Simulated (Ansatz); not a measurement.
# Zr3SnO8: the band gap up the ladder of functionals

One table from this session's results is given with a row withheld; the runs are named, their logs left out.

Program: Ansatz 0.2.0. PAW datasets, plane waves. No spin polarisation. The prototype was imposed, so other structures may be more stable.

## The structure to begin with

The cell was relaxed beforehand with r2SCAN.

The symmetry is Cmmm (No. 65, orthorhombic); a = 6.831 Å, b = 6.872 Å, c = 6.489 Å in the conventional setting, 12.69 Å³ an atom. Sn has 6 O at 2.07–2.08 Å; Zr has 6 O at 2.10 Å; O has 1 Sn at 2.07 Å and 2 Zr at 2.10 Å; O has 1 Sn at 2.08 Å and 2 Zr at 2.10–2.12 Å; Zr has 6 O at 2.09–2.12 Å.

Structure file:

```
Sn Zr O
1.0
     3.41561   -3.43593    0.00000
     3.41561    3.43593    0.00000
     0.00000    0.00000    6.48950
Sn Zr O
1 3 8
Direct
  0.50000 0.50000 0.00000
  0.00000 0.00000 0.75127
  0.50000 0.50000 0.50000
  0.00000 0.00000 0.24873
  0.19737 0.19737 0.00000
  0.80263 0.80263 0.00000
  0.69372 0.30628 0.75364
  0.30628 0.69372 0.75364
  0.19376 0.19376 0.50000
  0.80624 0.80624 0.50000
  0.69372 0.30628 0.24636
  0.30628 0.69372 0.24636
```

The first run:

Contents of input.yaml:

```yaml
crystal:
  lattice:
    - [3.4156116039, -3.4359306639, 0.0]
    - [3.4156116039, 3.4359306639, 0.0]
    - [0.0, 0.0, 6.4894971497]
  atoms:
    - { symbol: Sn, position: [0.5, 0.5, 0.0] }
    - { symbol: Zr, position: [0.0, 0.0, 0.7512738468] }
    - { symbol: O, position: [0.1973704825, 0.1973704825, 0.0] }
    - { symbol: O, position: [0.8026295175, 0.8026295175, 0.0] }
    - { symbol: O, position: [0.6937218247, 0.3062781753, 0.7536372964] }
    - { symbol: O, position: [0.3062781753, 0.6937218247, 0.7536372964] }
    - { symbol: Zr, position: [0.5, 0.5, 0.5] }
    - { symbol: Zr, position: [0.0, 0.0, 0.2487261532] }
    - { symbol: O, position: [0.1937581546, 0.1937581546, 0.5] }
    - { symbol: O, position: [0.8062418454, 0.8062418454, 0.5] }
    - { symbol: O, position: [0.6937218247, 0.3062781753, 0.2463627036] }
    - { symbol: O, position: [0.3062781753, 0.6937218247, 0.2463627036] }
kpoints:
  mp_grid: { grid: [6, 6, 4] }
  band_path:
    path:
      - [[0.0, 0.0, 0.0], [-0.5, 0.5, 2.339802374608e-35], [-0.4970518934205, 0.5029481065795, 2.249609126457e-35]]
      - [[0.4970518934205, 0.4970518934205, -1.520661602919e-34], [0.0, 0.0, 0.0], [-1.470480463607e-51, 1.568842270413e-51, 0.5], [0.4970518934205, 0.4970518934205, 0.5]]
      - [[-0.4970518934205, 0.5029481065795, 0.5], [-0.5, 0.5, 0.5], [-0.5, 0.5, 2.339802374608e-35]]
      - [[0.0, 0.0, 0.0], [1.061112426818e-17, 0.5, -6.478503451365e-35], [1.061112426818e-17, 0.5, 0.5], [-1.470480463607e-51, 1.568842270413e-51, 0.5], [-0.5, 0.5, 0.5]]
    npoints: 10
hamiltonian:
  xc: pbe
scf:
  occupations: { method: fermi_dirac, width: 0.02 }
  n_extra_bands: 7
output:
  forces: true
  stress: true
  eigenvalues: true
```

Among the steps run: PBE band path; r2SCAN at the same geometry; HSE06; PBE+SOC; Single point with PBE0.

One of the session's tables, all rows but one given; the rest of the session is left out.

| level | gap (eV) |
| --- | --- |
| PBE | 2.76 |
| r2SCAN | 3.33 |
| HSE06 | 4.39 |
| PBE+SOC | 2.77 |
| PBE0 | ? |

**Question.** Estimate the row for PBE0.

**Answer.** gap (eV): 5.14. In the column «gap (eV)» it is the highest.

Meshes: PBE 6×6×4, r2SCAN 6×6×4, HSE06 4×4×2, PBE+SOC 6×6×4, PBE0 4×4×2

Against HSE06, PBE is short by 1.63 eV, at 63 % of it, and r2SCAN 76 %. PBE0 lies 0.76 eV above HSE06, which differs from it by screening the long-range exchange.

To keep in mind: Warnings in the runs' records: stress scf threshold loose, stress exchange threshold loose.
